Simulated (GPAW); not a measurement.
WAu in GPAW: the effect of volume over the given one

The system is WAu.

```
W Au
1.0
     0.00000    2.74798    2.74798
     2.74798    0.00000    2.74798
     2.74798    2.74798    0.00000
W Au
1 1
Direct
  0.00000 0.00000 0.00000
  0.75000 0.75000 0.75000
```

The cell was built by a generator and needn't be a form met in nature.

Alike in all runs:

| Quantity | Value |
| --- | --- |
| Program | GPAW 26.7.0 |
| Task | Fermi surface |
| Functional | PBE |
| Potentials or basis | GPAW PAW data sets (gpaw-data 1.2.1) |
| Cutoff | 510 eV |
| Basis | pw |
| k mesh | 8 × 8 × 8 |
| Occupations | fermi-dirac, width 0.05 eV |
| Spin | no spin polarisation |

```csv
volume over the given one,pressure (GPa)
1,?
0.95,50.0
0.9,70.3
0.85,96.7
0.8,131.1
1.05,22.0
```

Q: What does the run with volume over the given one 1 give?

A: Pressure 34.2 GPa.

Worked out: A parabola through the other rows of the pressure, of slope -267 GPa per unit of volume over the given one there, gives 32.9 GPa, against the run's 34.2.

Caveats: with this Au data set, volumes or pressures lay over 1.5 % or 2 GPa off other programs in two to four cells of ten; the cutoff is short for stress and forces, so pressures can be off by a GPa or more; the cell as given lies far from equilibrium (some runs).
